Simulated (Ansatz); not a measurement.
# H₇NOSSi₂: a ladder of functionals and wavefunction methods

How much do the methods differ for H₇NOSSi₂? The plan is to run it at one geometry with functionals of several rungs and with coupled cluster, and see how far each lands from CCSD(T) at the basis-set limit for the atomisation energy.

Computed with Ansatz 0.2.0, Gaussian basis. Level: functionals in def2-TZVPP, the program's frozen cores in correlated methods.

The runs, in order: LDA (SPW92), PBE-D4, revPBE-D4, BLYP-D4, r2SCAN-D4, B97M-V, PBE0-D4, B3LYP-D4, r2SCANh-D4, r2SCAN0-D4, HSE06-D4, BHLYP-D4, CAM-B3LYP-D4, LC-ωPBE, ωB97X-V, ωB97M-V, B2PLYP, PBE-QIDH; CCSD(T)/def2-SVP; CCSD(T)/def2-TZVPP; MP2/def2-QZVPP; extrapolation to the limit; RPA on PBE.

### Step 1. The relaxed structure

An earlier PBE0-D4 in a triple-zeta def2 set relaxation fixed the geometry.

SMILES `N[SiH](O)S[SiH3]`, 12 atoms, charge 0, spin multiplicity 1.

Atoms are counted from 1 here; the program's logs count them from 0.

Bond lengths: N1–Si2 1.702 Å, N1–H6 1.007 Å, N1–H7 1.007 Å, Si2–O3 1.644 Å, Si2–S4 2.130 Å, Si2–H8 1.483 Å, O3–H9 0.960 Å, S4–Si5 2.140 Å, Si5–H10 1.485 Å, Si5–H11 1.482 Å, Si5–H12 1.485 Å. Angles: Si2–N1–H6 121.7°, Si2–N1–H7 119.8°, H6–N1–H7 111.8°, N1–Si2–O3 112.5°, N1–Si2–S4 112.3°, N1–Si2–H8 105.7°, O3–Si2–S4 103.9°, O3–Si2–H8 111.5°, S4–Si2–H8 111.2°, Si2–O3–H9 116.5°, Si2–S4–Si5 98.4°, S4–Si5–H10 110.6°, S4–Si5–H11 112.0°, S4–Si5–H12 105.8°, H10–Si5–H11 109.8°, H10–Si5–H12 109.4°, H11–Si5–H12 109.2°.

### Step 2. LDA

This LDA is Slater exchange with PW92 correlation.

in.yaml

```yaml
crystal:
  periodic: [false, false, false]
  atoms:
    - {symbol: N, position_ang: [-2.292152, -0.698398, 0.657900]}
    - {symbol: Si, position_ang: [-0.657050, -0.606441, 0.194777]}
    - {symbol: O, position_ang: [0.327317, -0.188778, 1.443436]}
    - {symbol: S, position_ang: [-0.313561, 0.914465, -1.256488]}
    - {symbol: Si, position_ang: [1.807131, 1.092585, -1.027526]}
    - {symbol: H, position_ang: [-2.809681, 0.118690, 0.939536]}
    - {symbol: H, position_ang: [-2.889606, -1.397180, 0.247705]}
    - {symbol: H, position_ang: [-0.314837, -1.946158, -0.341926]}
    - {symbol: H, position_ang: [0.321976, -0.771244, 2.205919]}
    - {symbol: H, position_ang: [2.432366, -0.247867, -0.896280]}
    - {symbol: H, position_ang: [2.171440, 1.932113, 0.137659]}
    - {symbol: H, position_ang: [2.293655, 1.743009, -2.270714]}
basis:
  gaussian: {orbitals: def2-TZVPP}
hamiltonian: {xc: lda}
output: {orbitals: {seedname: orbitals}}
```

Command:

```
> ansatz run in.yaml --threads 4 --pin off --events-out ev --progress --plain --max-ram 10444MiB
```

After this run come: PBE-D4 (GGA); revPBE-D4 (GGA); BLYP-D4 (GGA); r2SCAN-D4 (meta-GGA); B97M-V (meta-GGA); PBE0-D4 (hybrid); B3LYP-D4 (hybrid); r2SCANh-D4 (hybrid); r2SCAN0-D4 (hybrid); HSE06-D4 (hybrid); BHLYP-D4 (hybrid); CAM-B3LYP-D4 (range-separated); LC-ωPBE (range-separated); ωB97X-V (range-separated); ωB97M-V (range-separated); B2PLYP (double hybrid); PBE-QIDH (double hybrid); CCSD(T) in def2-SVP; CCSD(T) in def2-TZVPP; MP2 in def2-QZVPP; RPA on PBE orbitals.

**Question.** What will the summary of the whole plan be? Wanted: atomisation energy, CCSD(T)/CBS; farthest beyond LDA; mean size of error, GGA; mean size of error, meta-GGA; mean size of error, hybrid; mean size of error, range-separated; mean size of error, double hybrid; gap, smallest and largest; T1 diagnostic.

As calculated:

| quantity | value |
| --- | --- |
| atomisation energy, CCSD(T)/CBS | 4085.8 kJ/mol |
| functionals within 20.4 kJ/mol (0.5 %) | PBE-D4, B97M-V, CAM-B3LYP-D4, ωB97X-V, ωB97M-V |
| farthest beyond LDA | BHLYP-D4 (-120.5 kJ/mol) |
| mean size of error, GGA | 44.8 kJ/mol |
| mean size of error, meta-GGA | 11.0 kJ/mol |
| mean size of error, hybrid | 64.3 kJ/mol |
| mean size of error, range-separated | 24.7 kJ/mol |
| mean size of error, double hybrid | 76.4 kJ/mol |
| gap, smallest and largest | 5.46 eV (LDA (SPW92)), 12.46 eV (LC-ωPBE) |
| T1 diagnostic | 0.0113 |
| triples share of the correlation energy | 3.8 % |

What this shows: LDA overbinds by 511.6 kJ/mol (13 %). PBE-D4 is off by -3.0 kJ/mol. Double hybrids carry the basis error of their MP2 part in triple zeta, and no dispersion term here, so their miss is partly the set-up's. By mean error the best rung here is meta-GGA (11.0 kJ/mol) and the worst beyond LDA is double hybrid (76.4 kJ/mol). Misses under about 20.4 kJ/mol are within the doubt on the reference itself, which lacks core-valence correlation, relativity and higher excitations. Hartree-Fock recovers 71 % of the binding; the rest is correlation. CCSD(T) in def2-SVP is off by -374.9 kJ/mol, worse than the median functional, from the basis alone. The gap grows from 5.5 to 12.5 eV across the functionals, mostly with the share of exact exchange.
